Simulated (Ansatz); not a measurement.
**C₃H₉BrGe: how energies converge with the basis set**

The task here is to estimate one member of a computed series from the others.

Program: Ansatz 0.2.0, Gaussian basis. Level of theory: one geometry, several basis sets. These are calculated values, not measurements.

The runs, in order: PBE0-D4/def2-SVP; ωB97M-V/def2-SVP; PBE0-D4/def2-QZVPP; ωB97M-V/def2-QZVPP; the functionals' def2-TZVPP values are taken from earlier runs.

### The relaxed structure

All runs share one geometry, relaxed beforehand with PBE0-D4 in a triple-zeta def2 set.

14 atoms, charge 0, spin multiplicity 1.

Atoms are counted from 1 here; the program's logs count them from 0.

Bond lengths: C1–Ge2 1.946 Å, C1–H6 1.090 Å, C1–H7 1.093 Å, C1–H8 1.090 Å, Ge2–C3 1.946 Å, Ge2–C4 1.946 Å, Ge2–Br5 2.339 Å, C3–H9 1.090 Å, C3–H10 1.090 Å, C3–H11 1.093 Å, C4–H12 1.093 Å, C4–H13 1.090 Å, C4–H14 1.090 Å. Angles: Ge2–C1–H6 110.2°, Ge2–C1–H7 109.9°, Ge2–C1–H8 110.2°, H6–C1–H7 108.9°, H6–C1–H8 108.8°, H7–C1–H8 108.9°, C1–Ge2–C3 112.5°, C1–Ge2–C4 112.5°, C1–Ge2–Br5 106.2°, C3–Ge2–C4 112.5°, C3–Ge2–Br5 106.2°, C4–Ge2–Br5 106.2°, Ge2–C3–H9 110.2°, Ge2–C3–H10 110.2°, Ge2–C3–H11 109.9°, H9–C3–H10 108.8°, H9–C3–H11 108.9°, H10–C3–H11 108.9° and more.

As a file:

```mol
C3H9BrGe
  3D, bonds by distance, orders not assigned

 14 13  0  0  0  0  0  0  0  0999 V2000
   -1.7628    0.6452   -0.0072 C   0  0
    0.1372    0.2710   -0.1991 Ge  0  0
    1.0822    0.3181    1.5013 C   0  0
    0.4780   -1.3646   -1.1968 C   0  0
    1.0193    2.0152   -1.4845 Br  0  0
   -1.9085    1.6038    0.4913 H   0  0
   -2.2382   -0.1385    0.5872 H   0  0
   -2.2392    0.6830   -0.9872 H   0  0
    0.9249    1.2788    1.9922 H   0  0
    2.1513    0.1764    1.3413 H   0  0
    0.7137   -0.4770    2.1538 H   0  0
    0.0897   -2.2243   -0.6456 H   0  0
    1.5497   -1.4966   -1.3474 H   0  0
   -0.0105   -1.3197   -2.1705 H   0  0
  1  2  8  0
  2  3  8  0
  2  4  8  0
  2  5  8  0
  1  6  8  0
  1  7  8  0
  1  8  8  0
  3  9  8  0
  3 10  8  0
  3 11  8  0
  4 12  8  0
  4 13  8  0
  4 14  8  0
M  END
```

The first run:

in.yaml reads:

```yaml
crystal:
  periodic: [false, false, false]
  atoms:
    - {symbol: C, position_ang: [-1.762756, 0.645234, -0.007202]}
    - {symbol: Ge, position_ang: [0.137205, 0.270975, -0.199142]}
    - {symbol: C, position_ang: [1.082166, 0.318062, 1.501322]}
    - {symbol: C, position_ang: [0.478006, -1.364646, -1.196813]}
    - {symbol: Br, position_ang: [1.019282, 2.015199, -1.484467]}
    - {symbol: H, position_ang: [-1.908536, 1.603844, 0.491315]}
    - {symbol: H, position_ang: [-2.238151, -0.138532, 0.587242]}
    - {symbol: H, position_ang: [-2.239167, 0.683028, -0.987157]}
    - {symbol: H, position_ang: [0.924856, 1.278803, 1.992173]}
    - {symbol: H, position_ang: [2.151283, 0.176402, 1.341253]}
    - {symbol: H, position_ang: [0.713747, -0.477046, 2.153798]}
    - {symbol: H, position_ang: [0.089737, -2.224349, -0.645623]}
    - {symbol: H, position_ang: [1.549737, -1.496609, -1.347414]}
    - {symbol: H, position_ang: [-0.010508, -1.319665, -2.170486]}
basis:
  gaussian: {orbitals: def2-SVP}
hamiltonian: {xc: pbe0, dispersion: d4}
output: {orbitals: {seedname: orbitals}}
```

The run is started by

```console
$ ansatz run in.yaml --threads 2 --pin off --events-out ev --progress --plain --max-ram 32768MiB --backend cpu
```

Among the steps run: PBE0-D4 in def2-SVP; ωB97M-V in def2-SVP; PBE0-D4 in def2-QZVPP; ωB97M-V in def2-QZVPP.

One table of the session follows, with a row left open; its other results are not shown here.

| functional | basis | HOMO (eV) | LUMO (eV) |
| --- | --- | --- | --- |
| PBE0-D4 | def2-SVP | ? | ? |
| PBE0-D4 | def2-TZVPP | -7.73 | 0.48 |
| PBE0-D4 | def2-QZVPP | -7.75 | 0.30 |
| ωB97M-V | def2-SVP | -9.78 | 2.74 |
| ωB97M-V | def2-TZVPP | -9.95 | 2.15 |
| ωB97M-V | def2-QZVPP | -9.96 | 1.43 |

**Question.** Estimate the row for PBE0-D4, def2-SVP.

As computed: HOMO (eV): -7.58; LUMO (eV): 0.77. In the column «HOMO (eV)» it is the highest.
